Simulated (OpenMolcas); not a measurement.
# Tc³⁺ among point charges: CASSCF and CASPT2 levels and susceptibility, part 1 of 2

How does a field of 5 point charges split the states of Tc³⁺, and what χT follows?

Method: state-averaged CASSCF and CASPT2, spin-orbit coupling by RASSI with atomic mean-field integrals. Code: OpenMolcas 26.06.

## (1) The atom as given

| Quantity | Value |
| --- | --- |
| Species | Tc³⁺ (technetium, Z = 43, 40 electrons) |
| Basis | ANO-RCC-VDZP [6s5p3d1f], 43 functions |
| Scalar Hamiltonian | DKH2, point nucleus |
| Inactive shells | 1s 2s 2p 3s 3p 3d 4s 4p |
| Active space | 4 electrons in 5 orbitals (4d) |
| Some configurations of this space | 4d⁴ |
| Orbitals | optimised for each spin and parity, averaged over all roots |

The outer shells:

4d4
```
4d [↑ ][↑ ][↑ ][↑ ][  ]
```

The ion sits among 5 point charges of -2 e arranged as a square pyramid (C4v), 2.28 Å from the ion, with the axial distance 2.303 Å.

Each step is its own input file, run in one work folder so that later steps find the files of earlier ones. Labels, J, g values, rates, χT and fits are worked out afterwards by a script from the matrices that RASSI stores.

## (2) Basis and integrals

Input file a.inp:

```
&GATEWAY
Coord
1

Tc 0.0 0.0 0.0
Basis=ANO-RCC-VDZP
Group=NoSym
NoMove
AngMom=0.0 0.0 0.0
AMFI
XField
5 Angstrom 0
2.280000 0.000000 0.000000 -2.000000
0.000000 2.280000 0.000000 -2.000000
-2.280000 0.000000 0.000000 -2.000000
0.000000 -2.280000 0.000000 -2.000000
0.000000 0.000000 2.302800 -2.000000
&SEWARD
```

On the command line:

```sh
OMP_NUM_THREADS=1 MOLCAS_MEM=1689 MOLCAS_PROJECT=a pymolcas a.inp > a.log
```

The log of the run:

```text
Basis set label: TC.ANO-RCC...6S5P3D1F.

      Electronic valence basis set:
      ------------------
      Associated Effective Charge  43.000000 au
      Associated Actual Charge     43.000000 au
      Nuclear Model: Point charge

      Shell  nPrim  nBasis  Cartesian Spherical Contaminant
         s      21       6        X
         p      18       5        X
         d      13       3                 X
         f       6       1                 X
                  Relativistic Douglas-Kroll-Hess integrals:
                    - DKH order of Hamiltonian: 2
                    - DKH order of Properties : 0
                  Atomic mean-field integrals
```

## (3) Reference wave functions, quintets, 5 roots

Input file a.inp:

```
&RASSCF
FileOrb=start.orb
Symmetry=1
Spin=5
nActEl=4 0 0
Inactive=18
Ras2=5
CIRoot=5 5 1
SDav=5
CIMx=300
Iter=120 100
PrWF=0.3
OrbListing=Nothing
MaxOrb=0
>>> COPY $Project.JobIph JOB001
```

start.orb holds the contracted functions of the basis, ordered by shell, or the orbitals of the step before.

The log of the run (excerpt; [...] marks lines left out):

```text
[...]
      Number of active orbitals                  5
[...]
      Spin quantum number                      2.0
[...]
      Active orbitals                            5
[...]
      Number of CSFs                             5
      Number of root(s) required                 5
[...]
      Convergence after 10 iterations
[...]
      Natural orbitals and occupation numbers for root  1
      sym 1:   1.000000   1.000000   1.000000   1.000000   0.000000
      Natural orbitals and occupation numbers for root  2
      sym 1:  -0.000000   1.000000   1.000000   1.000000   1.000000
      Natural orbitals and occupation numbers for root  3
      sym 1:   1.000000   1.000000   1.000000   0.000000   1.000000
::    RASSCF root number  1 Total energy:  -4287.72146860
::    RASSCF root number  2 Total energy:  -4287.69631685
::    RASSCF root number  3 Total energy:  -4287.66613882
::    RASSCF root number  4 Total energy:  -4287.66613882
::    RASSCF root number  5 Total energy:  -4287.65808058
```

## (4) Reference wave functions, triplets, 45 roots

Input file a.inp:

```
&RASSCF
FileOrb=start.orb
Symmetry=1
Spin=3
nActEl=4 0 0
Inactive=18
Ras2=5
CIRoot=45 45 1
SDav=45
CIMx=300
Iter=120 100
PrWF=0.3
OrbListing=Nothing
MaxOrb=0
>>> COPY $Project.JobIph JOB002
```

The log of the run (excerpt; [...] marks lines left out):

```text
[...]
      Number of active orbitals                  5
[...]
      Spin quantum number                      1.0
[...]
      Active orbitals                            5
[...]
      Number of CSFs                            45
      Number of root(s) required                45
[...]
      Convergence after  7 iterations
[...]
      Natural orbitals and occupation numbers for root  1
      sym 1:   0.023893   0.996095   0.980012   0.996095   1.003905
      Natural orbitals and occupation numbers for root  2
      sym 1:   0.044444   0.992177   0.950419   1.022108   0.990853
      Natural orbitals and occupation numbers for root  3
      sym 1:   0.044444   0.992177   0.990853   1.022108   0.950419
::    RASSCF root number  1 Total energy:  -4287.63809910
::    RASSCF root number  2 Total energy:  -4287.63444527
::    RASSCF root number  3 Total energy:  -4287.63444527
[...]
::    RASSCF root number 27 Total energy:  -4287.56878689
::    RASSCF root number 28 Total energy:  -4287.56383447
::    RASSCF root number 29 Total energy:  -4287.56358648
::    RASSCF root number 30 Total energy:  -4287.56358648
```

## (5) Reference wave functions, singlets, 50 roots

Input file a.inp:

```
&RASSCF
FileOrb=start.orb
Symmetry=1
Spin=1
nActEl=4 0 0
Inactive=18
Ras2=5
CIRoot=50 50 1
SDav=50
CIMx=300
Iter=120 100
PrWF=0.3
OrbListing=Nothing
MaxOrb=0
>>> COPY $Project.JobIph JOB003
```

On the command line:

```sh
OMP_NUM_THREADS=1 MOLCAS_MEM=1689 MOLCAS_PROJECT=a pymolcas a.inp > a.log
```

The log of the run (excerpt; [...] marks lines left out):

```text
[...]
      Number of active orbitals                  5
[...]
      Spin quantum number                      0.0
[...]
      Active orbitals                            5
[...]
      Number of CSFs                            50
      Number of root(s) required                50
[...]
      Convergence after  7 iterations
[...]
      Natural orbitals and occupation numbers for root  1
      sym 1:   0.068795   1.206967   0.745726   1.206967   0.771545
      Natural orbitals and occupation numbers for root  2
      sym 1:   0.036217   1.270636   0.701330   1.042231   0.949586
      Natural orbitals and occupation numbers for root  3
      sym 1:   0.036217   0.701330   0.949586   1.270636   1.042231
::    RASSCF root number  1 Total energy:  -4287.60028342
::    RASSCF root number  2 Total energy:  -4287.59959823
::    RASSCF root number  3 Total energy:  -4287.59959823
[...]
::    RASSCF root number 27 Total energy:  -4287.52886297
::    RASSCF root number 28 Total energy:  -4287.52634767
::    RASSCF root number 29 Total energy:  -4287.52634767
::    RASSCF root number 30 Total energy:  -4287.52054664
```

(Continued in part 2 of 2.)
